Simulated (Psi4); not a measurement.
# CH5AlClN (SMILES C[NH][AlH][Cl]): B3LYP/6-311+G(d,p) (density fitting, sweep point 6)

Aim: energy and gradient of CH5AlClN. 

The calculation is run with Psi4 1.11.

### 1 The structure to begin with

CH5AlClN: 9 atoms, total charge 0, spin state singlet. As SMILES, `C[NH][AlH][Cl]`. The shape is that of a PBE0-D4/def2-TZVP optimisation.

Bond lengths: C1–N2 1.449 Å, N2–Al3 1.758 Å, Al3–Cl4 2.100 Å, C1–H5 1.096 Å, C1–H6 1.096 Å, C1–H7 1.092 Å, N2–H8 1.010 Å, Al3–H9 1.571 Å. Some angles: C1–N2–Al3 129.6°, N2–Al3–Cl4 117.6°, C1–N2–H8 112.1°, Al3–N2–H8 118.3°, N2–C1–H5 112.1°, N2–C1–H6 112.1°, N2–C1–H7 109.8°, N2–Al3–H9 121.4°, Cl4–Al3–H9 121.0°, H5–C1–H6 107.8°.

### 2 Energy and forces at B3LYP/6-311+G(d,p) (density fitting, sweep point 6)

The input, job.py:

```python
import psi4

psi4.set_memory(1600000000)
psi4.set_num_threads(1)
psi4.core.set_output_file('run.log', False)

mol = psi4.geometry("""
0 1
C      0.028900     0.778500    -1.025000
N      0.123600    -0.496400    -0.343900
Al    -0.042100    -0.867100     1.366100
Cl    -0.436800     0.728800     2.673300
H      0.959000     1.039800    -1.542200
H     -0.780900     0.792500    -1.763200
H     -0.175600     1.570200    -0.301800
H      0.313300    -1.255600    -0.982100
H      0.099100    -2.337000     1.901900
symmetry c1
""")

psi4.set_options(dict(basis='6-311+G**', scf_type='df', diis_max_vecs=4))

E = psi4.gradient('b3lyp')
print('gradient / Eh bohr^-1')
print(E.np.round(6))
for k, v in sorted(psi4.core.scalar_variables().items()):
    print(f'{k:45s} {v:18.10f}')
```

Launch:

```bash
$ python job.py
```

What values should one expect? Wanted: total energy; dipole moment; HOMO energy; LUMO energy; HOMO–LUMO gap; largest force on an atom.

**Answer.** As computed:

At B3LYP/6-311+G** (density fitting, sweep point 6):

| quantity | value |
| --- | --- |
| total energy | -798.67734 Eh |
| dipole moment | 2.43 D |
| HOMO energy | -6.94 eV |
| LUMO energy | -0.82 eV |
| HOMO–LUMO gap | 6.12 eV |
| largest force on an atom | 0.491 eV/Å |

In words: The largest force is 0.49 eV/Å: the shape isn't a stationary point for this species at this level.
